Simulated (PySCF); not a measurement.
# InN: bond curves at several levels of theory, part 2 of 2

PySCF 2.14.0; In x2c-SVPall, N x2c-SVPall; spin-free X2C with a Gaussian nucleus.

### Step 12. UHF

Output of the SCF at 2.218 Å:

```text
******** <class 'pyscf.scf.uhf_symm.SymAdaptedUHF'> ********
method = SymAdaptedUHF
[... 13 set-up lines left out, the same as in an earlier log ...]
Overwritten attributes  get_jk get_k get_occ get_j get_hcore  of <class 'pyscf.scf.uhf_symm.SymAdaptedUHF'>
<class 'pyscf.scf.uhf_symm.SymAdaptedUHF'> does not have attributes  refdm
[... 1 set-up line left out, the same as in an earlier log ...]
init E= -5931.96968190448
cycle= 1 E= -5931.98162295528  delta_E= -0.0119  |g|= 0.0287  |ddm|= 0.316
cycle= 2 E= -5931.98266528371  delta_E= -0.00104  |g|= 0.0109  |ddm|= 0.0858
cycle= 3 E= -5931.98291973551  delta_E= -0.000254  |g|= 0.0061  |ddm|= 0.0398
cycle= 4 E= -5931.98301289529  delta_E= -9.32e-05  |g|= 0.00439  |ddm|= 0.0179
cycle= 5 E= -5931.98310944206  delta_E= -9.65e-05  |g|= 0.00206  |ddm|= 0.0276
cycle= 6 E= -5931.98314041406  delta_E= -3.1e-05  |g|= 0.000707  |ddm|= 0.021
cycle= 7 E= -5931.98314364638  delta_E= -3.23e-06  |g|= 0.000207  |ddm|= 0.00727
cycle= 8 E= -5931.98314382715  delta_E= -1.81e-07  |g|= 6.02e-05  |ddm|= 0.00157
cycle= 9 E= -5931.98314383853  delta_E= -1.14e-08  |g|= 2.1e-05  |ddm|= 0.000295
cycle= 10 E= -5931.98314383988  delta_E= -1.36e-09  |g|= 4.68e-06  |ddm|= 0.000116
cycle= 11 E= -5931.98314383995  delta_E= -7.09e-11  |g|= 9.42e-07  |ddm|= 3.04e-05
Extra cycle  E= -5931.98314383995  delta_E= 7.28e-12  |g|= 5.3e-07  |ddm|= 3.37e-06
converged SCF energy = -5931.98314383995  <S^2> = 2.0494974  2S+1 = 3.0328188
```

Re = 2.214 Å, ωe = 443 cm⁻¹, ωexe = 9.18 cm⁻¹, αe = 0.00366 cm⁻¹, Be = 0.2756 cm⁻¹, De = 0.095 eV, μ = -2.37 D.

### Step 13. MP2 and coupled cluster

Reference: UHF; core orbitals frozen: 19.

Output of the coupled-cluster run at 2.218 Å:

```text
******** <class 'pyscf.cc.uccsd.UCCSD'> ********
CC2 = 0
CCSD nocc = (np.int64(10), np.int64(8)), nmo = (31, 31)
frozen orbitals [[0, 1, 2, 3, 4, 5, 6, 7, 8, 9, 10, 11, 12, 13, 14, 15, 16, 17, 18], [0, 1, 2, 3, 4, 5, 6, 7, 8, 9, 10, 11, 12, 13, 14, 15, 16, 17, 18]]
max_cycle = 80
direct = 0
conv_tol = 1e-07
conv_tol_normt = 1e-05
diis_space = 8
diis_start_cycle = 0
diis_start_energy_diff = 1e+09
max_memory 909 MB (current use 359 MB)
Init t2, MP2 energy = -0.15318598904465
Init E_corr(UCCSD) = -0.153185989045135
cycle = 1  E_corr(UCCSD) = -0.172440049036777  dE = -0.01925406  norm(t1,t2) = 0.0776268
cycle = 2  E_corr(UCCSD) = -0.179088666448238  dE = -0.00664861741  norm(t1,t2) = 0.0317049
cycle = 3  E_corr(UCCSD) = -0.182207234819996  dE = -0.00311856837  norm(t1,t2) = 0.0190167
cycle = 4  E_corr(UCCSD) = -0.183452733178093  dE = -0.00124549836  norm(t1,t2) = 0.0081235
cycle = 5  E_corr(UCCSD) = -0.183333512945548  dE = 0.000119220233  norm(t1,t2) = 0.00456928
cycle = 6  E_corr(UCCSD) = -0.183448848761018  dE = -0.000115335815  norm(t1,t2) = 0.00193418
cycle = 7  E_corr(UCCSD) = -0.183488671333641  dE = -3.98225726e-05  norm(t1,t2) = 0.000871672
cycle = 8  E_corr(UCCSD) = -0.183485763275673  dE = 2.90805797e-06  norm(t1,t2) = 0.000422502
cycle = 9  E_corr(UCCSD) = -0.183487219654631  dE = -1.45637896e-06  norm(t1,t2) = 0.000181166
cycle = 10  E_corr(UCCSD) = -0.183488421756497  dE = -1.20210187e-06  norm(t1,t2) = 7.95489e-05
cycle = 11  E_corr(UCCSD) = -0.183488806604398  dE = -3.84847902e-07  norm(t1,t2) = 3.91396e-05
cycle = 12  E_corr(UCCSD) = -0.183488901124267  dE = -9.45198691e-08  norm(t1,t2) = 1.46388e-05
cycle = 13  E_corr(UCCSD) = -0.183489278221683  dE = -3.77097416e-07  norm(t1,t2) = 6.29729e-06
cycle = 14  E_corr(UCCSD) = -0.183489434127314  dE = -1.5590563e-07  norm(t1,t2) = 2.67994e-06
cycle = 15  E_corr(UCCSD) = -0.183489505972757  dE = -7.1845443e-08  norm(t1,t2) = 1.55044e-06
UCCSD converged
E(UCCSD) = -5932.16663334592  E_corr = -0.1834895059727566
UCCSD(T) correction = -0.00520286732173373
```

Correlation energy (eV) along the bond:

| R (Å) | MP2 | SCS-MP2 | CCSD | CCSD(T) | T1 |
| --- | --- | --- | --- | --- | --- |
| 1.907 | -4.192 | -4.115 | n/a | n/a | n/a |
| 1.996 | -4.184 | -4.115 | -4.968 | -5.100 | 0.014 |
| 2.085 | -4.179 | -4.118 | -4.977 | -5.112 | 0.015 |
| 2.151 | -4.175 | -4.120 | -4.985 | -5.123 | 0.016 |
| 2.218 | -4.168 | -4.118 | -4.993 | -5.135 | 0.017 |
| 2.284 | -4.153 | -4.108 | -4.999 | -5.144 | 0.019 |
| 2.373 | -4.104 | -4.061 | -4.998 | -5.145 | 0.024 |
| 2.484 | -3.969 | -3.919 | -4.961 | -5.111 | 0.034 |
| 2.617 | -3.765 | -3.701 | -4.848 | -4.998 | 0.043 |
| 2.795 | -3.559 | -3.484 | n/a | n/a | n/a |

UHF-MP2: Re = 2.201 Å, ωe = 498 cm⁻¹, Be = 0.2789 cm⁻¹, De = 1.11 eV.

UHF-SCS-MP2: Re = 2.208 Å, ωe = 496 cm⁻¹, Be = 0.2771 cm⁻¹, De = 1.13 eV.

UHF-CCSD: Re = 2.227 Å, ωe = 438 cm⁻¹, ωexe = 3.68 cm⁻¹, αe = 0.00269 cm⁻¹, Be = 0.2723 cm⁻¹, De = 1.11 eV.

UHF-CCSD(T): Re = 2.232 Å, ωe = 434 cm⁻¹, ωexe = 3.31 cm⁻¹, αe = 0.00255 cm⁻¹, Be = 0.2710 cm⁻¹, De = 1.19 eV.

### Step 14. The curves together

Energy (eV) from each level's lowest point:

| R (Å) | UHF | UHF-MP2 | UHF-SCS-MP2 | UHF-CCSD | UHF-CCSD(T) | PBE | TPSS | r²SCAN | B3LYP | PBE0 | LC-ωPBE | B2PLYP |
| --- | --- | --- | --- | --- | --- | --- | --- | --- | --- | --- | --- | --- |
| 1.907 | 0.744 | 0.721 | 0.748 | n/a | n/a | 0.795 | 0.785 | 0.729 | 0.771 | 0.714 | 0.601 | 0.748 |
| 1.996 | 0.320 | 0.305 | 0.324 | 0.345 | 0.355 | 0.366 | 0.356 | 0.319 | 0.346 | 0.307 | 0.230 | 0.329 |
| 2.085 | 0.096 | 0.085 | 0.096 | 0.112 | 0.119 | 0.126 | 0.118 | 0.098 | 0.113 | 0.090 | 0.048 | 0.102 |
| 2.151 | 0.020 | 0.013 | 0.018 | 0.028 | 0.031 | 0.035 | 0.030 | 0.021 | 0.028 | 0.017 | 0.000 | 0.023 |
| 2.218 | 0.000 | 0.000 | 0.000 | 0.000 | 0.000 | 0.000 | 0.000 | 0.000 | 0.000 | 0.000 | 0.008 | 0.000 |
| 2.284 | 0.019 | 0.034 | 0.030 | 0.013 | 0.010 | 0.008 | 0.013 | 0.020 | 0.014 | 0.025 | 0.058 | 0.019 |
| 2.373 | 0.079 | 0.143 | 0.136 | 0.074 | 0.068 | 0.065 | 0.078 | 0.092 | 0.079 | 0.103 | 0.169 | 0.092 |
| 2.484 | 0.161 | 0.361 | 0.360 | 0.193 | 0.185 | 0.185 | 0.208 | 0.226 | 0.208 | 0.247 | 0.351 | 0.232 |
| 2.617 | 0.218 | 0.621 | 0.635 | 0.363 | 0.354 | 0.368 | 0.404 | 0.415 | 0.396 | 0.450 | 0.597 | 0.443 |
| 2.795 | 0.228 | 0.837 | 0.862 | n/a | n/a | 0.630 | 0.683 | 0.662 | 0.657 | 0.720 | 0.908 | 0.731 |

The whole job (state search and all levels along the bond) took 2.9 min on 1 thread of Intel Xeon Platinum 8488C (shared host), peak memory 0.57 GiB.

### Step 15. What came out

The summary covers parts 1 to 2.

Lowest PBE0 solution found, without spin–orbit coupling: ³Σ⁻ (triplet), unpaired electrons π ↑↑. State 2 has its PBE0 minimum 0.22 eV higher. State 3 has its PBE0 minimum 0.56 eV higher, as a spin-mixed determinant (⟨S²⟩ = 1.00), so this is no gap between pure states. State 4 has its PBE0 minimum 0.67 eV higher, as a spin-mixed determinant (⟨S²⟩ = 1.01), so this is no gap between pure states. The other levels ran on the lowest alone.

```csv
level,Re (Å),ωe (cm⁻¹),De (eV),μ (D)
UHF,2.214,443,0.095,-2.37
UHF-MP2,2.201,498,1.11,n/a
UHF-SCS-MP2,2.208,496,1.13,n/a
UHF-CCSD,2.227,438,1.11,n/a
UHF-CCSD(T),2.232,434,1.19,n/a
PBE,2.237,436,2.14,-1.93
TPSS,2.229,448,2.08,-2.02
r²SCAN,2.215,452,1.75,-2.00
B3LYP,2.226,446,1.89,-2.15
PBE0,2.209,461,1.80,-2.12
LC-ωPBE,2.173,498,1.76,-2.07
B2PLYP,2.218,454,1.62,-2.35
```

De is counted to In + N in their ground configurations. A positive dipole means In(−)N(+).

Differences from CCSD(T) in the same basis:

```
      level  Re (mÅ)  ωe (%)
        UHF      -19    +2.1
    UHF-MP2      -32   +14.7
UHF-SCS-MP2      -25   +14.4
   UHF-CCSD       -6    +0.9
        PBE       +4    +0.5
       TPSS       -4    +3.3
     r²SCAN      -17    +4.2
      B3LYP       -6    +2.8
       PBE0      -24    +6.3
    LC-ωPBE      -60   +14.8
     B2PLYP      -15    +4.7
```

Time per point (s) on 1 thread of Intel Xeon Platinum 8488C, shared host (CPU time, shared integrals of 0.56 s apart; correlated levels include their reference; CCSD comes with the CCSD(T) run); the times are rough: UHF 0.17, UHF-MP2 0.24, UHF-SCS-MP2 0.24, PBE 0.96, TPSS 1.2, r²SCAN 1.3, B3LYP 1, PBE0 1.5, LC-ωPBE 1.6, B2PLYP 0.78; the reference 2.3.

The cheapest levels within 11 mÅ and 2.5 % of CCSD(T): PBE (0.96 s). The dearest run takes 2.3 s.

**Reading.** Judged by CCSD(T) in the same basis: best bond length PBE and TPSS (4 mÅ off), worst LC-ωPBE (-60 mÅ); best wavenumber PBE (+0.5 %), worst LC-ωPBE (+14.8 %). Hartree–Fock falls on the short and stiff side, its usual fault. CCSD(T) in a basis this small is itself some way from its limit, more so than the functionals. Of the levels with a De here, UHF gives the least (0.095 eV) and PBE the most (2.14 eV).

Correlated steps freeze 19 core orbitals. Spin–orbit coupling is left out, which matters for elements this heavy, above all for dissociation energies. B2PLYP dipoles, levels and charges come from its SCF part alone.
